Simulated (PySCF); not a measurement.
# Ru, Ru⁺: ionisation energy in def2-SVP with ECP28

Wanted: the ionisation energy of ruthenium, up a ladder of methods.

Program: PySCF 2.14.0. Level of theory: unrestricted determinants in a Gaussian basis, no spin-orbit coupling in the energies. These are calculated values, not measurements, unless marked.

## Step 1: The system

```
Element                                   : ruthenium (Z = 44)
Basis                                     : def2-SVP with the def2 core potential (28 electrons)
Hamiltonian                               : a scalar-relativistic core potential
State 1                                   : Ru: [Kr] 4d7 5s1, high-spin 5F determinant
State 2                                   : Ru⁺: [Kr] 4d7, high-spin 4F determinant
Methods                                   : UHF, M06-2X, B3LYP, MP2
Core shells frozen in the correlated runs : valence: 4s2 4p6 (for Ru)
```

Outer shells as boxes (Hund's rule):

Ru [Kr] 4d7 5s1
```
[Kr] core
4d [↑↓][↑↓][↑ ][↑ ][↑ ]
5s [↑ ]
```

Ru+ [Kr] 4d7
```
[Kr] core
4d [↑↓][↑↓][↑ ][↑ ][↑ ]
```

One driver process ran all states and methods and kept the integrals in memory. Each run is shown as a PySCF script that sums up its settings (the driver passes frozen orbitals as a list and adds second-order terms of double hybrids); the logs are those of the runs themselves. The driver starts from symmetry-adapted Hartree-Fock orbitals, holds the occupation by maximum overlap and uses a logarithmic radial grid for functionals, so a plain start would take other cycles.

The driver's launch:

```sh
$ OMP_NUM_THREADS=1 python atomrun2.py TASK.json OUT
```

The integrals over 31 functions and the set-up took 0.1 s of CPU time.

## Step 2: Ru, method by method

**UHF**

Input file input.py:

```python
from pyscf import gto, scf, dft, mp, cc
import basis_set_exchange as bse
txt = bse.get_basis("def2-SVP", elements=["Ru"], fmt="nwchem", header=False)
cut = txt.index("\nECP")
mol = gto.M(atom="Ru 0 0 0", charge=0, spin=4, symmetry="D2h",
            basis=gto.basis.parse(txt[:cut]),
            ecp={"Ru": gto.basis.parse_ecp(txt[cut:])})
mf = scf.UHF(mol)
mf.irrep_nelec = {'Ag': (4, 2), 'B1g': (1, 1), 'B2g': (1, 0), 'B3g': (1, 0), 'B1u': (1, 1), 'B2u': (1, 1), 'B3u': (1, 1)}
mf.kernel()
```

**M06-2X**

Changes to input.py:

```diff
@@ -7,3 +7,3 @@
             ecp={"Ru": gto.basis.parse_ecp(txt[cut:])})
-mf = scf.UHF(mol)
+mf = dft.UKS(mol, xc="M062X")
 mf.irrep_nelec = {'Ag': (4, 2), 'B1g': (1, 1), 'B2g': (1, 0), 'B3g': (1, 0), 'B1u': (1, 1), 'B2u': (1, 1), 'B3u': (1, 1)}
```

**B3LYP**

Changes to input.py:

```diff
@@ -7,3 +7,3 @@
             ecp={"Ru": gto.basis.parse_ecp(txt[cut:])})
-mf = dft.UKS(mol, xc="M062X")
+mf = dft.UKS(mol, xc="B3LYP")
 mf.irrep_nelec = {'Ag': (4, 2), 'B1g': (1, 1), 'B2g': (1, 0), 'B3g': (1, 0), 'B1u': (1, 1), 'B2u': (1, 1), 'B3u': (1, 1)}
```

**MP2 (valence)**

Changes to input.py:

```diff
@@ -7,4 +7,5 @@
             ecp={"Ru": gto.basis.parse_ecp(txt[cut:])})
-mf = dft.UKS(mol, xc="B3LYP")
+mf = scf.UHF(mol)
 mf.irrep_nelec = {'Ag': (4, 2), 'B1g': (1, 1), 'B2g': (1, 0), 'B3g': (1, 0), 'B1u': (1, 1), 'B2u': (1, 1), 'B3u': (1, 1)}
 mf.kernel()
+mp.UMP2(mf, frozen=4).kernel()
```

## Step 3: Ru⁺

**UHF**

Input file input.py:

```python
from pyscf import gto, scf, dft, mp, cc
import basis_set_exchange as bse
txt = bse.get_basis("def2-SVP", elements=["Ru"], fmt="nwchem", header=False)
cut = txt.index("\nECP")
mol = gto.M(atom="Ru 0 0 0", charge=1, spin=3, symmetry="D2h",
            basis=gto.basis.parse(txt[:cut]),
            ecp={"Ru": gto.basis.parse_ecp(txt[cut:])})
mf = scf.UHF(mol)
mf.irrep_nelec = {'Ag': (3, 2), 'B1g': (1, 1), 'B2g': (1, 0), 'B3g': (1, 0), 'B1u': (1, 1), 'B2u': (1, 1), 'B3u': (1, 1)}
mf.kernel()
```

**M06-2X**

Changes to input.py:

```diff
@@ -7,3 +7,3 @@
             ecp={"Ru": gto.basis.parse_ecp(txt[cut:])})
-mf = scf.UHF(mol)
+mf = dft.UKS(mol, xc="M062X")
 mf.irrep_nelec = {'Ag': (3, 2), 'B1g': (1, 1), 'B2g': (1, 0), 'B3g': (1, 0), 'B1u': (1, 1), 'B2u': (1, 1), 'B3u': (1, 1)}
```

**B3LYP**

Changes to input.py:

```diff
@@ -7,3 +7,3 @@
             ecp={"Ru": gto.basis.parse_ecp(txt[cut:])})
-mf = dft.UKS(mol, xc="M062X")
+mf = dft.UKS(mol, xc="B3LYP")
 mf.irrep_nelec = {'Ag': (3, 2), 'B1g': (1, 1), 'B2g': (1, 0), 'B3g': (1, 0), 'B1u': (1, 1), 'B2u': (1, 1), 'B3u': (1, 1)}
```

**MP2 (valence)**

Changes to input.py:

```diff
@@ -7,4 +7,5 @@
             ecp={"Ru": gto.basis.parse_ecp(txt[cut:])})
-mf = dft.UKS(mol, xc="B3LYP")
+mf = scf.UHF(mol)
 mf.irrep_nelec = {'Ag': (3, 2), 'B1g': (1, 1), 'B2g': (1, 0), 'B3g': (1, 0), 'B1u': (1, 1), 'B2u': (1, 1), 'B3u': (1, 1)}
 mf.kernel()
+mp.UMP2(mf, frozen=4).kernel()
```

Before running it: what results should come out?

As calculated:

| quantity | value |
| --- | --- |
| ionisation energy, Ru | UHF 6.335, MP2 (valence) 6.913 eV; reference 7.365 |

Accuracy against cost (mean over 1 difference):

```tsv
method	mean absolute miss against the measured value (with the measured fine structure taken into account where it is known) (eV)	CPU time, both states (s)
UHF	1.030	0.32
M06-2X	0.148	1.5
B3LYP	0.279	0.81
MP2 (valence)	0.452	0.34
SCS-MP2 (valence)	0.627	0.34
```

Against experiment M06-2X comes closest (off by 0.15 eV) and UHF is farthest (1.03 eV). Hartree-Fock falls short because the species with more electrons holds more correlation energy, which it lacks. All values hold for this basis alone; no basis-set limit was taken. The dearest level timed, M06-2X, costs 4.6 times the cheapest, UHF, and differs from the measured value (with the measured fine structure taken into account where it is known) by 0.15 against 1.03 eV.
